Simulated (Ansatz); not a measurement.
# ClFH4O2Si2: one species, many methods

One table from this session's results is given with a row withheld; the runs are named, their logs left out.

Computed with Ansatz 0.2.0, Gaussian basis. Level: functionals in def2-TZVPP, the program's frozen cores in correlated methods.

Levels to be run: PBE-D4, r2SCAN-D4, PBE0-D4, B3LYP-D4, ωB97X-V, ωB97M-V, B2PLYP; CCSD(T)/def2-TZVPP; MP2/def2-QZVPP; extrapolation to the limit.

**The geometry**

An earlier PBE0-D4 in a triple-zeta def2 set relaxation fixed the geometry.

10 atoms, charge 0, spin multiplicity 1.

Atoms are counted from 1 here; the program's logs count them from 0.

Bond lengths: O1–Si2 1.614 Å, O1–H7 0.959 Å, Si2–F3 1.582 Å, Si2–Cl4 2.021 Å, Si2–O5 1.605 Å, O5–Si6 1.646 Å, Si6–H8 1.482 Å, Si6–H9 1.483 Å, Si6–H10 1.483 Å. Angles: Si2–O1–H7 118.6°, O1–Si2–F3 110.5°, O1–Si2–Cl4 107.4°, O1–Si2–O5 111.8°, F3–Si2–Cl4 107.7°, F3–Si2–O5 107.8°, Cl4–Si2–O5 111.5°, Si2–O5–Si6 147.8°, O5–Si6–H8 107.3°, O5–Si6–H9 109.6°, O5–Si6–H10 109.6°, H8–Si6–H9 110.3°, H8–Si6–H10 110.0°, H9–Si6–H10 109.9°.

The first run:

File in.yaml:

```yaml
crystal:
  periodic: [false, false, false]
  atoms:
    - {symbol: O, position_ang: [-2.186845, 1.262640, 0.083815]}
    - {symbol: Si, position_ang: [-0.582005, 1.144388, 0.209200]}
    - {symbol: F, position_ang: [-0.087114, 1.750706, 1.584578]}
    - {symbol: Cl, position_ang: [0.223588, 2.254088, -1.275961]}
    - {symbol: O, position_ang: [-0.088393, -0.380886, 0.138482]}
    - {symbol: Si, position_ang: [1.107388, -1.440965, -0.255373]}
    - {symbol: H, position_ang: [-2.733284, 0.684248, 0.618355]}
    - {symbol: H, position_ang: [0.521320, -2.801125, -0.217132]}
    - {symbol: H, position_ang: [1.614230, -1.138010, -1.615729]}
    - {symbol: H, position_ang: [2.211115, -1.335073, 0.729765]}
basis:
  gaussian: {orbitals: def2-TZVPP}
hamiltonian: {xc: pbe, dispersion: d4}
output: {forces: true, orbitals: {seedname: orbitals}}
```

Started as:

```console
$ ansatz run in.yaml --threads 2 --pin off --events-out ev --progress --plain --max-ram 31744MiB --backend cuda --devices 0, --max-vram 18GiB
```

Among the steps run: PBE-D4 (GGA); r2SCAN-D4 (meta-GGA); PBE0-D4 (hybrid); B3LYP-D4 (hybrid); ωB97X-V (range-separated); ωB97M-V (range-separated); B2PLYP (double hybrid); CCSD(T) in def2-TZVPP; MP2 in def2-QZVPP.

One table of the session follows, with a row left open; its other results are not shown here.

| method | atomisation energy (kJ/mol) |
| --- | --- |
| PBE-D4 | 3861.8 |
| r2SCAN-D4 | ? |
| PBE0-D4 | 3797.5 |
| B3LYP-D4 | 3826.0 |
| ωB97X-V | 3876.1 |
| ωB97M-V | 3874.4 |
| B2PLYP | 3808.7 |
| HF/def2-TZVPP | 2855.3 |
| MP2/def2-TZVPP | 3879.5 |
| CCSD/def2-TZVPP | 3708.0 |
| CCSD(T)/def2-TZVPP | 3762.7 |
| MP2/CBS | 4005.9 |
| CCSD(T)/CBS | 3889.1 |

Q: Estimate the row for r2SCAN-D4 from the others.

The run gave: atomisation energy (kJ/mol): 3867.1. In the column «atomisation energy (kJ/mol)» it lies between PBE-D4 (3861.8) and ωB97M-V (3874.4).

To keep in mind: Free atoms (2 O, 2 Si, 1 F, 1 Cl, 4 H) were run apart at each level; the atomisation energy is their sum less the molecule, without zero-point or spin-orbit terms.
